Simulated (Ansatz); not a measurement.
Crystal: HfMoC2.

```xyz
4
Lattice="3.1914 0.0000 0.0000 0.0000 3.1914 0.0000 0.0000 0.0000 4.4852" Properties=species:S:1:pos:R:3 pbc="T T T"
Hf    0.0000    0.0000    0.0000
Mo    1.5957    1.5957    2.2426
C     1.5957    1.5957    0.0000
C     0.0000    0.0000    2.2426
```

The cell comes from a database or a generator and needn't be the stable form of this composition.

| Item | Value |
| --- | --- |
| Program | Ansatz 0.2.0 |
| Task | relaxation of cell and atoms |
| Functional | PBEsol |
| Potentials or basis | Ansatz PAW |
| Cutoff | 420 eV (not typed: the program's choice for these potentials) |
| k mesh | 8 × 8 × 6 |
| Occupations | fermi-dirac, width 0.05 eV |
| Spin | no spin polarisation |
| Hubbard terms | Hf d U = 1 eV, Mo d U = 1 eV |

At the start: volume 11.42 Å³/atom.

**Question.** How do energy, volume and symmetry change on relaxing?

**Answer.** It ends after 8 steps and the volume is 11.10 Å³/atom (-2.8 %); space group P4/mmm (No. 123, to 0.05 Å).

Step by step:
| step | energy change (eV) | largest force (eV/Å) | volume (Å³) |
| --- | --- | --- | --- |
| 1 | 0.0000 | 0.0000 | 45.68 |
| 2 | -0.0311 | 0.0000 | 43.75 |
| 3 | -0.0387 | 0.0000 | 44.41 |
| 4 | -0.0388 | 0.0000 | 44.39 |
| 5 | -0.0388 | 0.0000 | 44.39 |
| 6 | -0.0367 | 0.0000 | 44.39 |
| 7 | -0.0367 | 0.0000 | 44.38 |
| 8 | -0.0367 | 0.0000 | 44.38 |

Final structure:
```
Hf Mo C
1.0
     3.16954    0.00000    0.00000
     0.00000    3.16954    0.00000
     0.00000    0.00000    4.41815
Hf Mo C
1 1 2
Direct
  0.00000 0.00000 0.00000
  0.50000 0.50000 0.50000
  0.50000 0.50000 0.00000
  0.00000 0.00000 0.50000
```

Caveat: the plane-wave basis is chosen anew once the cell has moved, so the energies of steps on either side of that aren't comparable; U without spin polarisation on a metal has little footing; the PAW data sets come from PBE, with cores solved anew for the run's functional, which leaves a small shift of forces and pressure; the U is typed as a test and isn't derived for this compound.
